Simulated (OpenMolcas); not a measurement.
# Rh⁵⁺ among point charges: CASSCF and CASPT2 levels and susceptibility

Aim: the splitting of the states of Rh⁵⁺ in the field of 4 point charges, its lowest levels with spin-orbit coupling and its magnetic susceptibility.

The numbers are computed with OpenMolcas 26.06 (state-averaged CASSCF and CASPT2, spin-orbit coupling by RASSI with atomic mean-field integrals), except any that are marked as measured or tabulated.

## 1. What is computed

```
Species                           : Rh⁵⁺ (rhodium, Z = 45, 40 electrons)
Basis                             : ANO-RCC-VDZP [6s5p3d1f], 43 functions
Scalar Hamiltonian                : DKH2, point nucleus
Inactive shells                   : 1s 2s 2p 3s 3p 3d 4s 4p
Active space                      : 4 electrons in 5 orbitals (4d)
Some configurations of this space : 4d⁴
Orbitals                          : optimised for each spin and parity, averaged over all roots
```

The outer shells:

4d4
```
4d [↑ ][↑ ][↑ ][↑ ][  ]
```

The ion sits among 4 point charges of -2.5 e arranged as a tetrahedron (Td), 1.99 Å from the ion.

The work runs as a chain of OpenMolcas steps in one folder; each step below is one input file. Labels, J, g values, rates, χT and fits are worked out afterwards by a script from the matrices that RASSI stores.

## 2. GATEWAY and SEWARD: basis and integrals

Input file a.inp:

```
&GATEWAY
Coord
1

Rh 0.0 0.0 0.0
Basis=ANO-RCC-VDZP
Group=NoSym
NoMove
AngMom=0.0 0.0 0.0
AMFI
XField
4 Angstrom 0
1.148927 1.148927 1.148927 -2.500000
1.148927 -1.148927 -1.148927 -2.500000
-1.148927 1.148927 -1.148927 -2.500000
-1.148927 -1.148927 1.148927 -2.500000
&SEWARD
```

The run is started by

```
> OMP_NUM_THREADS=1 MOLCAS_MEM=1689 MOLCAS_PROJECT=a pymolcas a.inp > a.log
```

What it wrote:

```text
Basis set label: RH.ANO-RCC...6S5P3D1F.

      Electronic valence basis set:
      ------------------
      Associated Effective Charge  45.000000 au
      Associated Actual Charge     45.000000 au
      Nuclear Model: Point charge

      Shell  nPrim  nBasis  Cartesian Spherical Contaminant
         s      21       6        X
         p      18       5        X
         d      13       3                 X
         f       6       1                 X
                  Relativistic Douglas-Kroll-Hess integrals:
                    - DKH order of Hamiltonian: 2
                    - DKH order of Properties : 0
                  Atomic mean-field integrals
```

## 3. CASSCF: quintets, 5 roots

Input file a.inp:

```
&RASSCF
FileOrb=start.orb
Symmetry=1
Spin=5
nActEl=4 0 0
Inactive=18
Ras2=5
CIRoot=5 5 1
SDav=5
CIMx=300
Iter=120 100
PrWF=0.3
OrbListing=Nothing
MaxOrb=0
>>> COPY $Project.JobIph JOB001
```

start.orb holds the contracted functions of the basis, ordered by shell, or the orbitals of the step before.

What it wrote (excerpt; [...] marks lines left out):

```text
[...]
      Number of active orbitals                  5
[...]
      Spin quantum number                      2.0
[...]
      Active orbitals                            5
[...]
      Number of CSFs                             5
      Number of root(s) required                 5
[...]
      Convergence after  7 iterations
[...]
      Natural orbitals and occupation numbers for root  1
      sym 1:   1.000000   1.000000   1.000000  -0.000000   1.000000
      Natural orbitals and occupation numbers for root  2
      sym 1:   1.000000  -0.000000   1.000000   1.000000   1.000000
      Natural orbitals and occupation numbers for root  3
      sym 1:   0.000000   1.000000   1.000000   1.000000   1.000000
::    RASSCF root number  1 Total energy:  -4787.94227443
::    RASSCF root number  2 Total energy:  -4787.94227443
::    RASSCF root number  3 Total energy:  -4787.94227443
::    RASSCF root number  4 Total energy:  -4787.92999892
::    RASSCF root number  5 Total energy:  -4787.92999892
```

## 4. CASSCF: triplets, 45 roots

Input file a.inp:

```
&RASSCF
FileOrb=start.orb
Symmetry=1
Spin=3
nActEl=4 0 0
Inactive=18
Ras2=5
CIRoot=45 45 1
SDav=45
CIMx=300
Iter=120 100
PrWF=0.3
OrbListing=Nothing
MaxOrb=0
>>> COPY $Project.JobIph JOB002
```

What it wrote (excerpt; [...] marks lines left out):

```text
[...]
      Number of active orbitals                  5
[...]
      Spin quantum number                      1.0
[...]
      Active orbitals                            5
[...]
      Number of CSFs                            45
      Number of root(s) required                45
[...]
      Convergence after  7 iterations
[...]
      Natural orbitals and occupation numbers for root  1
      sym 1:   0.222187   0.728315   1.122991   0.355328   1.571179
      Natural orbitals and occupation numbers for root  2
      sym 1:   0.222118   0.723869   1.565997   0.359594   1.128421
      Natural orbitals and occupation numbers for root  3
      sym 1:   0.219603   0.492653   1.292123   0.588929   1.406692
::    RASSCF root number  1 Total energy:  -4787.85130739
::    RASSCF root number  2 Total energy:  -4787.85130739
::    RASSCF root number  3 Total energy:  -4787.85130739
[...]
::    RASSCF root number 27 Total energy:  -4787.80917752
::    RASSCF root number 28 Total energy:  -4787.80776539
::    RASSCF root number 29 Total energy:  -4787.80776539
::    RASSCF root number 30 Total energy:  -4787.80776539
```

## 5. CASSCF: singlets, 50 roots

Input file a.inp:

```
&RASSCF
FileOrb=start.orb
Symmetry=1
Spin=1
nActEl=4 0 0
Inactive=18
Ras2=5
CIRoot=50 50 1
SDav=50
CIMx=300
Iter=120 100
PrWF=0.3
OrbListing=Nothing
MaxOrb=0
>>> COPY $Project.JobIph JOB003
```

The run is started by

```
> OMP_NUM_THREADS=1 MOLCAS_MEM=1689 MOLCAS_PROJECT=a pymolcas a.inp > a.log
```

What it wrote (excerpt; [...] marks lines left out):

```text
[...]
      Number of active orbitals                  5
[...]
      Spin quantum number                      0.0
[...]
      Active orbitals                            5
[...]
      Number of CSFs                            50
      Number of root(s) required                50
[...]
      Convergence after  6 iterations
[...]
      Natural orbitals and occupation numbers for root  1
      sym 1:   0.117855   0.117855   1.823217   0.117855   1.823217
      Natural orbitals and occupation numbers for root  2
      sym 1:   0.301214   0.082813   1.633605   0.781556   1.200812
      Natural orbitals and occupation numbers for root  3
      sym 1:   0.080598   0.759704   1.219910   0.325269   1.614517
::    RASSCF root number  1 Total energy:  -4787.81359332
::    RASSCF root number  2 Total energy:  -4787.80560518
::    RASSCF root number  3 Total energy:  -4787.80560518
[...]
::    RASSCF root number 27 Total energy:  -4787.74063554
::    RASSCF root number 28 Total energy:  -4787.74063554
::    RASSCF root number 29 Total energy:  -4787.72408808
::    RASSCF root number 30 Total energy:  -4787.72102779
```

## 6. RASSI: spin-orbit coupling between the states

Input file a.inp:

```
&RASSI
NrOfJobIphs=3 5 45 50
1 2 3 4 5
1 2 3 4 5 6 7 8 9 10 11 12 13 14 15 16 17 18 19 20 21 22 23 24 25 26 27
28 29 30 31 32 33 34 35 36 37 38 39 40 41 42 43 44 45
1 2 3 4 5 6 7 8 9 10 11 12 13 14 15 16 17 18 19 20 21 22 23 24 25 26 27
28 29 30 31 32 33 34 35 36 37 38 39 40 41 42 43 44 45 46 47 48 49 50
IphNames
JOB001
JOB002
JOB003
EJob
SpinOrbit
DIPRint=1.0
SOCoupling=1000.0
Subsets=2
Property=9
'ANGMOM' 1 'ANGMOM' 2 'ANGMOM' 3 'MLTPL  1' 1 'MLTPL  1' 2 'MLTPL  1' 3
'AMFI' 1 'AMFI' 2 'AMFI' 3
SOProperty=3
'ANGMOM' 1 'ANGMOM' 2 'ANGMOM' 3
```

What it wrote (excerpt; [...] marks lines left out):

```text
SPIN-FREE ENERGIES:
  (Shifted by EMIN (a.u.) =      -4787.9422744326)
 SF State       Relative EMIN(au)   Rel lowest level(eV)    D:o, cm**(-1)      L_eff
     1             0.0000000000        0.0000000000              0.0000         2.0
     2             0.0000000000        0.0000000000              0.0000         2.0
     3             0.0000000000        0.0000000000              0.0000         2.0
     4             0.0122755096        0.3340336325           2694.1629         2.0
     5             0.0122755096        0.3340336325           2694.1629         2.0
     6             0.0909670471        2.4753394537          19964.9591         4.5
     7             0.0909670471        2.4753394537          19964.9591         4.5
     8             0.0909670471        2.4753394537          19964.9591         4.5
     9             0.0960013728        2.6123304356          21069.8659         4.8
    10             0.0960013728        2.6123304356          21069.8659         4.8
[...]
Eigenvalues of complex Hamiltonian:
   -----------------------------------
  (Shifted by EMIN (a.u.) =      -4787.9422744326)
 SO State       Relative EMIN(au)   Rel lowest level(eV)    D:o, cm**(-1)     J-value
     1            -0.0120717522        0.0000000000              0.0000         0.5
     2            -0.0093336622        0.0745072246            600.9413         1.0
     3            -0.0093336622        0.0745072246            600.9413         1.1
     4            -0.0093336622        0.0745072246            600.9413         1.0
     5            -0.0060294484        0.1644194611           1326.1324         1.8
     6            -0.0060294484        0.1644194611           1326.1324         1.6
     7            -0.0060294484        0.1644194611           1326.1324         1.7
     8            -0.0030254314        0.2461629288           1985.4379         1.6
     9            -0.0030254314        0.2461629288           1985.4379         2.1
    10            -0.0004015381        0.3175627011           2561.3159         2.8
    11            -0.0004015381        0.3175627011           2561.3159         2.2
[...]
```

These steps took 29 s in all on 1 thread of Arm Neoverse V1, shared host.

States without spin-orbit coupling:

| state | degeneracy | E (cm-1) | free-ion L (%) |
| --- | --- | --- | --- |
| 5T2 | 3 | 0 | D (100) |
| 5E | 2 | 2694 | D (100) |
| 3T1 | 3 | 19965 | H (78) |
| 3T2 | 3 | 21070 | H (90) |
| 3T1 | 3 | 22224 | H (72) |
| 3E | 2 | 23177 | H (95) |
| 3T1 | 3 | 24679 | P (68) |
| 3T2 | 3 | 24958 | G (53) |
| 3T1 | 3 | 26271 | F (48) |
| 3A2 | 1 | 26628 | F (100) |
| 3T2 | 3 | 26874 | F (52) |
| 3E | 2 | 27771 | G (94) |
| 1A1 | 1 | 28242 | I (58) |
| 3A1 | 1 | 29211 | G (100) |
| 3T1 | 3 | 29521 | G (67) |
| 1T1 | 3 | 29995 | I (75) |
| 1T2 | 3 | 31647 | I (97) |
| 1E | 2 | 33211 | G (52) |
| 1A2 | 1 | 33904 | I (99) |
| 1A1 | 1 | 33913 | G (50) |
| 1T2 | 3 | 34070 | I (89) |
| 3T2 | 3 | 34144 | D (98) |
| 1T1 | 3 | 34758 | G (74) |
| 3E | 2 | 35838 | D (98) |

With spin-orbit coupling:

```tsv
E (cm-1)	Degeneracy	Label	2S+1
0.0	1	A1	5
600.9	3	T1	5
1326	3	T2	5
1985	2	E	5
2561	3	T1	5
3270	3	T2	5
5055	1	A2	5
5405	3	T2	5
5623	2	E	5
5724	3	T1	5
5822	1	A1	5
19396	1	A1	3
21304	3	T1	3
21351	2	E	3
22301	3	T2	3
22506	3	T1	3
23019	3	T2	3
23482	1	A1	3
23532	1	A2	3
23714	3	T1	3
23788	2	E	3
23926	2	E	3
24003	3	T2	3
25116	1	A1	3
```

The table of states holds 24 of 43 computed; the rest, higher up, is left out.

Powder χT (cm³ K/mol): 0.00 at 2 K, 0.01 at 5 K, 0.02 at 10 K, 0.04 at 20 K, 0.10 at 50 K, 0.21 at 100 K, 0.31 at 150 K, 0.42 at 200 K, 0.52 at 250 K, 0.62 at 300 K.

A ligand-field fit to the states below 45000 cm-1 gives 10Dq = -2786 cm-1, B = 1036 cm-1 and C = 4258 cm-1 (C/B = 4.11), with a deviation of 35 cm-1.

(Part 1 of 2 ends here.)
